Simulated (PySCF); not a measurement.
# CH3FO2Si (SMILES O=C(O)[SiH2]F): TPSSh/6-311+G(d,p)

Aim: the vertical ionisation energy of CH3FO2Si at TPSSh/6-311+G**, from 2 runs. Input form: a Python script.

The results are computed with PySCF 2.14.0.

## 1. The molecule

The species is CH3FO2Si (8 atoms), meant as a singlet with charge 0. SMILES: `O=C(O)[SiH2]F`. Geometry: relaxed at GFN2-xTB. This is one conformer, not always the lowest.

Bond lengths: O1–C2 1.204 Å, C2–O3 1.336 Å, C2–Si4 1.921 Å, Si4–F5 1.608 Å, O3–H6 0.974 Å, Si4–H7 1.450 Å, Si4–H8 1.452 Å. Angles: O1–C2–O3 122.2°, O1–C2–Si4 127.1°, O3–C2–Si4 110.7°, C2–Si4–F5 105.3°, C2–O3–H6 111.6°, C2–Si4–H7 110.8°, C2–Si4–H8 109.6°, F5–Si4–H7 106.1°, F5–Si4–H8 105.5°, H7–Si4–H8 118.5°.

## 2. The energy at TPSSh/6-311+G(d,p)

Contents of input.py:

```python
from pyscf import gto, dft

mol = gto.Mole()
mol.atom = '''
O       -1.497250       0.128150       1.221910
C       -0.423090       0.231260       0.687420
O        0.617480       0.817270       1.286840
Si       0.062020      -0.384820      -1.066720
F        1.135060      -1.557250      -0.823650
H        0.393350       1.110690       2.187680
H       -1.070190      -1.007260      -1.724490
H        0.782620       0.661960      -1.768980
'''
mol.verbose = 3
mol.spin = 0
mol.basis = '6-311+g**'
mol.max_memory = 1860
mol.charge = 0
mol.build()

ks = dft.RKS(mol, xc='tpssh')
ks.grids.level = 4
ks.conv_tol = 1e-10
ks.kernel()
if not ks.converged:
    ks = ks.newton().run(ks.mo_coeff, ks.mo_occ)

e_final = ks.e_tot
print('Final energy', e_final)
```

Run with:

```console
$ OMP_NUM_THREADS=1 python input.py
```

What it wrote:

```text
converged SCF energy = -579.863099750705
Final energy -579.8630997507049
```

It took 67 s on 1 thread of Arm Neoverse V1, shared host; peak memory 0.87 GiB.

## 3. The doublet cation, same level

Contents of run.py:

```python
from pyscf import gto, dft

mol = gto.M(
    atom=[
    ('O', (-1.497250, 0.128150, 1.221910)),
    ('C', (-0.423090, 0.231260, 0.687420)),
    ('O', (0.617480, 0.817270, 1.286840)),
    ('Si', (0.062020, -0.384820, -1.066720)),
    ('F', (1.135060, -1.557250, -0.823650)),
    ('H', (0.393350, 1.110690, 2.187680)),
    ('H', (-1.070190, -1.007260, -1.724490)),
    ('H', (0.782620, 0.661960, -1.768980)),
],
    charge=1,
    verbose=3,
    max_memory=1860,
    basis='6-311+g**',
    spin=1,
)

mf = dft.UKS(mol, xc='tpssh')
mf.grids.level = 4
mf.conv_tol = 1e-10
mf.kernel()
if not mf.converged:
    mf = mf.newton().run(mf.mo_coeff, mf.mo_occ)

e_tot = mf.e_tot
print('E(%s) = %.9f' % ('TPSSH', e_tot))
```

Run with:

```console
$ OMP_NUM_THREADS=1 python run.py
```

What it wrote:

```text
WARN: HOMO -0.333224205361957 >= LUMO -0.333224205361958

converged SCF energy = -579.481475469125  <S^2> = 0.7554978  2S+1 = 2.0054903
E(TPSSH) = -579.481475469
```

It took 2.6 min on 1 thread of Arm Neoverse V1, shared host; peak memory 0.9 GiB.

## 4. Outcome

At TPSSh/6-311+G**:

```
                                          quantity          value
                    singlet CH3FO2Si: total energy  -579.86310 Eh
                   singlet CH3FO2Si: dipole moment         1.68 D
                     singlet CH3FO2Si: HOMO energy       -7.37 eV
                     singlet CH3FO2Si: LUMO energy       -1.97 eV
                   singlet CH3FO2Si: HOMO–LUMO gap        5.40 eV
                      doublet cation: total energy  -579.48148 Eh
doublet cation: HOMO energy (highest over α and β)      -15.02 eV
 doublet cation: LUMO energy (lowest over α and β)      -13.36 eV
                              doublet cation: ⟨S²⟩          0.755
vertical ionisation energy (to the doublet cation)      10.385 eV
```

**Reading.** Removing an electron at fixed nuclei costs 10.38 eV (239 kcal/mol). −ε(HOMO) before ionisation, 7.37 eV, is 3.02 eV below this ionisation energy. Mulliken charges (singlet CH3FO2Si) run from -0.27 on F5 to +0.77 on Si4; in a basis this large or diffuse they mean little.
